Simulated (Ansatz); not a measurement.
Crystal: LaFeGe.

```
La Ge Fe
1.0
     4.23181    0.00000    0.00000
    -2.11590    3.66485    0.00000
     0.00000    0.00000    4.28578
La Ge Fe
1 1 1
Direct
  0.00000 0.00000 0.00000
  0.66667 0.33333 0.50000
  0.33333 0.66667 0.50000
```

The cell comes from a database or a generator and needn't be the stable form of this composition.

Base run:

```yaml
Program: Ansatz 0.2.0
Functional: PBE
Potentials_or_basis: Ansatz PAW
Cutoff: "420 eV (not typed: the program's choice for these potentials)"
k_mesh: 6 × 6 × 5
Occupations: fermi-dirac, width 0.05 eV
Spin: collinear spin, ferromagnetic start
Starting_moments: "[0.0, 0.0, 4.5] μB"
Fixed_moment: 4.5 μB
```

Its results: pressure 4.0 GPa; site moments La +0.37; Ge +0.08; Fe +2.99 μB.

**Question.** The run is repeated on the same cell with these changes: fixed moment from 4.5 μB to 3 μB; moments at the start from [0.0, 0.0, 4.5] to [0.0, 0.0, 3.0]. What comes out?

**Answer.** Pressure 1.3 GPa; site moments La +0.06; Ge +0.05; Fe +2.52 μB.

Caveats: the total moment is fixed, so each spin has its own Fermi level; the thresholds are loose for stress.
